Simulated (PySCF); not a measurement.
**One shape, several levels: GaN2H5S (SMILES [NH2][Ga]([NH2])[SH])**

Wanted: a comparison of 6 runs (HF/def2-SVP, HF/def2-SVPD, B3LYP/6-31G*, M06-2X/6-311G**, r2SCAN/6-311G**, MP2/6-31G**) of GaN2H5S. The job is set up through a Python script.

The results are computed with PySCF 2.14.0.

**1. The system as given**

The species is GaN2H5S (9 atoms), meant as a singlet with charge 0. As SMILES, `[NH2][Ga]([NH2])[SH]`. The shape is that of a PBE0-D4/def2-TZVP optimisation.

Bond lengths: N1–Ga2 1.818 Å, Ga2–N3 1.815 Å, Ga2–S4 2.204 Å, N1–H5 1.006 Å, N1–H6 1.007 Å, N3–H7 1.006 Å, N3–H8 1.006 Å, S4–H9 1.343 Å. Angles: N1–Ga2–N3 121.2°, N1–Ga2–S4 120.6°, N3–Ga2–S4 117.9°, Ga2–N1–H5 121.0°, Ga2–N1–H6 121.1°, Ga2–N3–H7 121.2°, Ga2–N3–H8 122.0°, Ga2–S4–H9 93.8°, H5–N1–H6 111.0°, H7–N3–H8 111.4°.

**2. Energy and forces at HF/def2-SVP (run 1)**

File geometry.xyz:

```xyz
9
GaH5N2S
N      0.347200     0.587700    -1.456400
Ga    -0.149300    -0.015700     0.185100
N      0.588300    -1.512800     0.898200
S     -1.810300     0.937600     1.276800
H      0.098700     1.512000    -1.765500
H      1.204500     0.281300    -1.885800
H      0.396100    -1.788300     1.846100
H      1.472500    -1.874100     0.583300
H     -2.059100     1.825900     0.301100
```

File job.py:

```python
import pyscf.grad
from pyscf import gto

molecule = gto.Mole()
molecule.atom = 'geometry.xyz'
molecule.max_memory = 1860
molecule.basis = 'def2-svp'
molecule.verbose = 3
molecule.charge = 0
molecule.spin = 0
molecule.build()

hf = molecule.RHF()
hf.conv_tol = 1e-10
hf.kernel()
if not hf.converged:
    hf = hf.newton().run(hf.mo_coeff, hf.mo_occ)

etot = hf.e_tot
print('Final energy', etot)
grad = hf.Gradients().kernel()
hf.analyze()
```

Run with:

```
$ OMP_NUM_THREADS=1 python job.py
```

The program printed:

```text
converged SCF energy = -2432.21348461806
[... 16 lines left out ...]
MO #7   energy= -15.5302116095878  occ= 2
[... 11 lines left out ...]
MO #19  energy= -1.20178541299691  occ= 2
[... 11 lines left out ...]
MO #31  energy= -0.413773740717664 occ= 2
[... 11 lines left out ...]
MO #43  energy= 0.318104785176895  occ= 0
[... 11 lines left out ...]
MO #55  energy= 0.864913431846222  occ= 0
[... 11 lines left out ...]
MO #67  energy= 1.16373425570905   occ= 0
[... 11 lines left out ...]
MO #79  energy= 1.89524151362763   occ= 0
[... 11 lines left out ...]
MO #91  energy= 2.52367717800489   occ= 0
[... 11 lines left out ...]
MO #103 energy= 3.75209207528231   occ= 0
[... 10 lines left out ...]
Dipole moment(X, Y, Z, Debye):  2.23360,  0.49119, -0.95896
```

Wall time 13 s (1 thread of Intel Xeon at 2.70GHz, shared host); peak memory 0.23 GiB.

**3. Energy and gradient at HF/def2-SVPD (run 2)**

File calc.py:

```python
# [NH2][Ga]([NH2])[SH]
from pyscf import gto, scf

mol = gto.M(
    atom='''
N      0.656113     1.110592    -2.752197
Ga    -0.282136    -0.029669     0.349788
N      1.111726    -2.858778     1.697352
S     -3.420971     1.771807     2.412802
H      0.186516     2.857266    -3.336311
H      2.276175     0.531580    -3.563646
H      0.748521    -3.379397     3.488623
H      2.782622    -3.541536     1.102277
H     -3.891135     3.450451     0.568997
''',
    basis='def2-svpd',
    spin=0,
    unit='bohr',
    charge=0,
    verbose=4,
    max_memory=1860,
)

mf = scf.RHF(mol)
mf.conv_tol = 1e-10
mf.kernel()
if not mf.converged:
    mf = mf.newton().run(mf.mo_coeff, mf.mo_occ)

energy = mf.e_tot
print('E = %.10f Eh' % energy)
grad = mf.nuc_grad_method().kernel()
dip = mf.dip_moment()
pop, q = mf.mulliken_pop()
```

Run with:

```
$ OMP_NUM_THREADS=1 python calc.py
```

The program printed:

```text
PySCF version 2.14.0

[... 65 lines left out ...]
converged SCF energy = -2432.23711051833
[... 12 lines left out ...]
Dipole moment(X, Y, Z, Debye):  2.07154,  0.38653, -0.87336
[... 155 lines left out ...]
charge of    8H =      0.20254
```

Wall time 36 s (1 thread of Intel Xeon at 2.70GHz, shared host); peak memory 0.54 GiB.

Run 3 isn't shown in full; the table further down has it.

**4. Energy and gradient at M06-2X/6-311G(d,p) (run 4)**

File run.py:

```python
from pyscf import gto, dft

system = gto.M(
    atom=[
    ('N', (0.347200, 0.587700, -1.456400)),
    ('Ga', (-0.149300, -0.015700, 0.185100)),
    ('N', (0.588300, -1.512800, 0.898200)),
    ('S', (-1.810300, 0.937600, 1.276800)),
    ('H', (0.098700, 1.512000, -1.765500)),
    ('H', (1.204500, 0.281300, -1.885800)),
    ('H', (0.396100, -1.788300, 1.846100)),
    ('H', (1.472500, -1.874100, 0.583300)),
    ('H', (-2.059100, 1.825900, 0.301100)),
],
    max_memory=1860,
    basis='6-311g**',
    verbose=3,
)

myscf = dft.RKS(system)
myscf.xc = 'm06-2x'
myscf.conv_tol = 1e-10
myscf.grids.level = 5
myscf.kernel()
if not myscf.converged:
    myscf = myscf.newton().run(myscf.mo_coeff, myscf.mo_occ)

etot = myscf.e_tot
print('E = %.10f Eh' % etot)
grad = myscf.nuc_grad_method().kernel()
myscf.analyze()
```

Run with:

```
$ OMP_NUM_THREADS=1 python run.py
```

The program printed:

```text
converged SCF energy = -2435.58277131503
[... 17 lines left out ...]
MO #8   energy= -14.7135894562928  occ= 2
[... 15 lines left out ...]
MO #24  energy= -0.796661214403876 occ= 2
[... 15 lines left out ...]
MO #40  energy= 0.134530516774458  occ= 0
[... 15 lines left out ...]
MO #56  energy= 0.534425398660021  occ= 0
[... 15 lines left out ...]
MO #72  energy= 1.0136048744832    occ= 0
[... 15 lines left out ...]
MO #88  energy= 1.76650304496573   occ= 0
[... 15 lines left out ...]
MO #104 energy= 2.51766455804191   occ= 0
[... 15 lines left out ...]
MO #120 energy= 4.33006097983394   occ= 0
[... 15 lines left out ...]
MO #136 energy= 786.684886493895   occ= 0
[... 10 lines left out ...]
Dipole moment(X, Y, Z, Debye):  2.26464,  0.36788, -1.03503
```

Wall time 95 s (1 thread of Intel Xeon at 2.70GHz, shared host); peak memory 1.5 GiB.

Run 5 isn't shown in full; the table further down has it.

**5. Energy and gradient at MP2/6-31G(d,p) (spherical functions) (run 6)**

File job.py:

```python
import pyscf.grad
from pyscf import gto, scf, mp

mol = gto.M(
    atom=[
    ('N', (0.347200, 0.587700, -1.456400)),
    ('Ga', (-0.149300, -0.015700, 0.185100)),
    ('N', (0.588300, -1.512800, 0.898200)),
    ('S', (-1.810300, 0.937600, 1.276800)),
    ('H', (0.098700, 1.512000, -1.765500)),
    ('H', (1.204500, 0.281300, -1.885800)),
    ('H', (0.396100, -1.788300, 1.846100)),
    ('H', (1.472500, -1.874100, 0.583300)),
    ('H', (-2.059100, 1.825900, 0.301100)),
],
    verbose=3,
    basis='6-31g**',
    max_memory=1860,
)

myscf = scf.RHF(mol)
myscf.conv_tol = 1e-10
myscf.kernel()
if not myscf.converged:
    myscf = myscf.newton().run(myscf.mo_coeff, myscf.mo_occ)

pt = mp.MP2(myscf, frozen=16).run()
e_tot = pt.e_tot
print('Final energy', e_tot)
grad = pt.Gradients().kernel()
myscf.analyze()
```

Run with:

```
$ OMP_NUM_THREADS=1 python job.py
```

The program printed:

```text
converged SCF energy = -2432.37022324293
[... 18 lines left out ...]
MO #7   energy= -15.5379349187822  occ= 2
[... 11 lines left out ...]
MO #19  energy= -1.2100870400592   occ= 2
[... 11 lines left out ...]
MO #31  energy= -0.415772959815144 occ= 2
[... 11 lines left out ...]
MO #43  energy= 0.338324249703463  occ= 0
[... 11 lines left out ...]
MO #55  energy= 0.862526870254369  occ= 0
[... 11 lines left out ...]
MO #67  energy= 1.22061482815886   occ= 0
[... 11 lines left out ...]
MO #79  energy= 2.38996829567363   occ= 0
[... 11 lines left out ...]
MO #91  energy= 2.98334225971379   occ= 0
[... 11 lines left out ...]
MO #103 energy= 3.84349426625261   occ= 0
[... 10 lines left out ...]
Dipole moment(X, Y, Z, Debye):  2.38353,  0.47668, -1.01291
```

Wall time 42 s (1 thread of Intel Xeon at 2.70GHz, shared host); peak memory 1.2 GiB.

**6. The series**

| run | level | integration grid | frozen core orbitals | energy (Eh) | dipole moment (D) of the reference | HOMO energy (eV) | LUMO energy (eV) | wall time |
| --- | --- | --- | --- | --- | --- | --- | --- | --- |
| 1 | HF/def2-SVP | – | – | -2432.213485 | 2.48 | -9.91 | 3.17 | 13 s |
| 2 | HF/def2-SVPD | – | – | -2432.237111 | 2.28 | -10.11 | 1.28 | 36 s |
| 3 | B3LYP/6-31G* (spherical functions) | 5 | – | -2435.383478 | 2.53 | -6.47 | -0.30 | 54 s |
| 4 | M06-2X/6-311G** | 5 | – | -2435.582771 | 2.52 | -8.33 | 0.66 | 95 s |
| 5 | r2SCAN/6-311G** | 5 | – | -2435.543434 | 2.51 | -5.82 | -0.51 | 96 s |
| 6 | MP2/6-31G** (spherical functions) | – | 16 | -2433.087945 | 2.63 | -10.00 | 2.71 | 42 s |

**7. Outcome**

```
                                           quantity           value
                                run 6: total energy  -2433.08794 Eh
        run 6: dipole moment (Hartree–Fock density)          2.63 D
         run 6: HOMO energy (Hartree–Fock orbitals)       -10.00 eV
         run 6: LUMO energy (Hartree–Fock orbitals)         2.71 eV
       run 6: HOMO–LUMO gap (Hartree–Fock orbitals)        12.71 eV
run 6: correlation energy (16 core orbitals frozen)      -717.7 mEh
                    run 6: largest force on an atom      0.305 eV/Å
```

What this shows: Over runs 1, 2, 3, 4, 5 the dipole moment (its size) runs from 2.28 D (HF/def2-SVPD) to 2.53 D (B3LYP/6-31G*). The two ends differ in method and basis. Over runs 1, 2, 3, 4, 5 the HOMO–LUMO gap runs from 5.30 eV (r2SCAN/6-311G**) to 13.09 eV (HF/def2-SVP). Totals of different functionals can't be ranked against each other. All runs together took 5.6 min, the longest 96 s.
